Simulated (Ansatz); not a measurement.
# GeNH2+ (triplet): the correlation ladder, cc-pVDZ

One table from this session's results is given with a row withheld; the runs are named, their logs left out.

The runs use Ansatz 0.2.0, Gaussian basis; cc-pVDZ, core rule «outside noble gas», up to 15 orbitals frozen.

Plan: UHF; CCSD(T) on ROHF; CCSD(T) on UHF; BCCD(T) on ROHF; CISD; CCSDT(Q) on ROHF; CCSDT(Q) on UHF; CASSCF and MRCISD+Q, 10 electrons in 10 orbitals; CASSCF and NEVPT2, 10 electrons in 10 orbitals.

20 further runs of the same task are left out: 7 that didn't finish, 13 set aside as unsound or not needed.

## The geometry

The geometry is a PBE0/def2-TZVP stationary point (not a proven minimum) of the parent state, kept for this charge and spin. No spin-orbit coupling is included. The filled d shell of Ge may be among the frozen orbitals whatever the setting's name suggests; the logs give the count.

4 atoms, charge 1, spin multiplicity 3.

Atoms are counted from 1 here; the program's logs count them from 0.

Bond lengths: Ge1–N2 1.732 Å, Ge1–H3 1.532 Å, Ge1–H4 1.532 Å. Angles: N2–Ge1–H3 122.5°, N2–Ge1–H4 122.5°, H3–Ge1–H4 115.0°.

Geometry (Å):

```xyz
4

Ge    0.00000    0.00000    0.25491
N     0.00000    0.00000   -1.47709
H     0.00000    1.29251    1.07786
H     0.00000   -1.29251    1.07786
```

The first run:

in.yaml reads:

```yaml
crystal:
  periodic: [false, false, false]
  atoms:
    - {symbol: Ge, position_ang: [0.000000, 0.000000, 0.254906]}
    - {symbol: N, position_ang: [0.000000, 0.000000, -1.477093]}
    - {symbol: H, position_ang: [0.000000, 1.292510, 1.077857]}
    - {symbol: H, position_ang: [0.000000, -1.292509, 1.077857]}
basis:
  gaussian: {orbitals: cc-pVDZ}
total_charge: 1
magnetization: {spin_polarized: true, initial_magnetization: 2}
hamiltonian: {xc: hf}
output: {orbitals: {seedname: orbitals}}
```

On the command line:

```
$ ansatz run in.yaml --threads 1 --pin off --events-out ev --progress --plain --max-ram 2393MiB
```

Steps of the session up to this table: UHF; CCSD(T) on ROHF; CCSD(T) on UHF; BCCD(T) on ROHF; CISD; CCSDT(Q) on ROHF; CCSDT(Q) on UHF; CASSCF and MRCISD+Q, 10 electrons in 10 orbitals; CASSCF and NEVPT2, 10 electrons in 10 orbitals.

One of the session's tables, all rows but one given; the rest of the session is left out.

It belongs to the step «Misses and costs». 

```
          method  from UCCSDT(Q) (kcal/mol)
            ROHF                    +134.02
             UHF                          ?
            RMP2                     +25.69
            UMP2                     +25.82
           RCCSD                      +3.80
           UCCSD                      +3.71
        RCCSD(T)                      +0.91
        UCCSD(T)                      +0.88
         BCCD(T)                      +0.91
          RCCSDT                      +0.24
          UCCSDT                      +0.20
       RCCSDT(Q)                      +0.05
       UCCSDT(Q)                          0
  CASSCF valence                     +87.10
  NEVPT2 valence                     +18.69
  MRCISD valence                      +4.41
MRCISD+Q valence                      +0.12
```

Estimate the missing values for UHF.

The run gave: from UCCSDT(Q) (kcal/mol): +130.46. In the column «from UCCSDT(Q) (kcal/mol)» it lies between CASSCF valence (+87.10) and ROHF (+134.02).

Not comparable, so not listed: CISD (they don't share determinant, frozen orbitals or solution with the rows shown, or repeat one).

Limits of these values: Restricted and unrestricted rows rest on different reference determinants; where their highest levels disagree by more than a few hundredths of an eV, they describe different states and don't form one ladder.
